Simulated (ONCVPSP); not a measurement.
# Pseudopotential generation for Au: ONCV, LDA (Perdew-Wang 92)

Do these settings give a usable potential? It is generated, then checked for transferability, scattering, ghosts and hardness.

The numbers are computed with ONCVPSP 4.0.1.1 (patched build) (LDA (Perdew-Wang 92), scalar-relativistic, spin-unpolarised reference atom).

## 1. Settings

The settings as typed:

| Item | Value |
| --- | --- |
| element | gold (Au, Z = 79) |
| type | optimised norm-conserving Vanderbilt (ONCV) |
| frozen core | [Kr] 4d10 |
| valence charge | 33 |
| reference configuration | 4f14 5s2 5p6 5d10 6s1 |
| partial waves | 5s+6s: rc 1.75 bohr, ncon 5, nbas 8, qcut 6.6 1/bohr, 2 projectors; 5p: rc 1.85 bohr, ncon 5, nbas 9, qcut 5.8 1/bohr, 2 projectors, debl 2.6 Ha; 5d: rc 2.00 bohr, ncon 4, nbas 9, qcut 8.4 1/bohr, 2 projectors, debl 2.1 Ha; 4f: rc 1.00 bohr, ncon 3, nbas 7, qcut 14 1/bohr, 1 projector |
| local potential | polynomial inside 0.80 bohr (lpopt 5, dvloc0 0 Ha) |
| core correction | polynomial model core, fcfact 0.7 |

The outer shells as boxes (Hund's rule for the drawing; the calculation is spin-unpolarised):

```
[Kr] core
4d [↑↓][↑↓][↑↓][↑↓][↑↓]
4f [↑↓][↑↓][↑↓][↑↓][↑↓][↑↓][↑↓]
5s [↑↓]
5p [↑↓][↑↓][↑↓]
5d [↑↓][↑↓][↑↓][↑↓][↑↓]
6s [↑ ]
```

## 2. Generating the potential

Au.dat reads:

```
# ATOM AND REFERENCE CONFIGURATION
# atsym  z   nc   nv     iexc    psfile
  Au 79.00    9    5  -001012      upf
#
#   n    l    f
    1    0    2.00
    2    0    2.00
    2    1    6.00
    3    0    2.00
    3    1    6.00
    3    2   10.00
    4    0    2.00
    4    1    6.00
    4    2   10.00
    4    3   14.00
    5    0    2.00
    5    1    6.00
    5    2   10.00
    6    0    1.00
#
# PSEUDOPOTENTIAL AND OPTIMIZATION
# lmax
    3
#
#   l,   rc,      ep,       ncon, nbas, qcut
    0    1.75    0.00    5    8    6.60
    1    1.85    0.00    5    9    5.80
    2    2.00    0.00    4    9    8.40
    3    1.00    0.00    3    7   14.00
#
# LOCAL POTENTIAL
# lloc, lpopt,  rc(5),   dvloc0
    4    5    0.80    0.00
#
# VANDERBILT-KLEINMAN-BYLANDER PROJECTORs
# l, nproj, debl
    0    2    2.40
    1    2    2.60
    2    2    2.10
    3    1    0.30
#
# MODEL CORE CHARGE
# icmod, fcfact, rcfact
    1    0.70    0.00
#
# LOG DERIVATIVE ANALYSIS
# epsh1, epsh2, depsh
   -5.00    5.00    0.04
#
# OUTPUT GRID
# rlmax, drl
    6.00    0.01
#
# TEST CONFIGURATIONS
# ncnf
    4
# nvcnf
#   n    l    f
    5
    4    3   14.00
    5    0    2.00
    5    1    6.00
    5    2   10.00
    6    0    0.00
#
    5
    4    3   14.00
    5    0    2.00
    5    1    6.00
    5    2    9.00
    6    0    0.00
#
    5
    4    3   14.00
    5    0    2.00
    5    1    6.00
    5    2    8.00
    6    0    0.00
#
    5
    4    3   14.00
    5    0    2.00
    5    1    5.00
    5    2   10.00
    6    0    1.00
#
```

Launch:

```
$ oncvpsp.x < Au.dat > Au.out
```

Before running it: what results should come out? Wanted: cutoffs; bound ghosts; GHOST(+) flags; largest test error; largest phase difference near zero energy, channels read; rms error of d²Exc/dn², without and with the model core.

**Answer**, as computed:

| quantity | value |
| --- | --- |
| cutoffs | not determined |
| bound ghosts | s at -172.90 eV |
| GHOST(+) flags | p at 114 eV |
| largest test error (AE − PS) | -142 meV, for 4f14 5s2 5p5 5d10 6s1 |
| largest phase difference near zero energy, channels read | 0.087 rad |
| rms error of d²Exc/dn², without and with the model core | 5.65 and 2.77 mHa |

A bound ghost (s) makes it unfit for use: electrons can fall into a state that the atom doesn't have. By total energies transferability is fair for so large an energy: the largest error is 142 meV on 66.4 eV, for 4f14 5s2 5p5 5d10 6s1. That test lies far up in energy; among those under 40 eV, nearer to bonding, the largest error is 8.3 meV. Of the channels read, f scatters worst near zero energy, by up to 0.09 rad. The program also flags highly localised states, GHOST(+) (p). These are tests on the free atom; a crystal test is still owed.
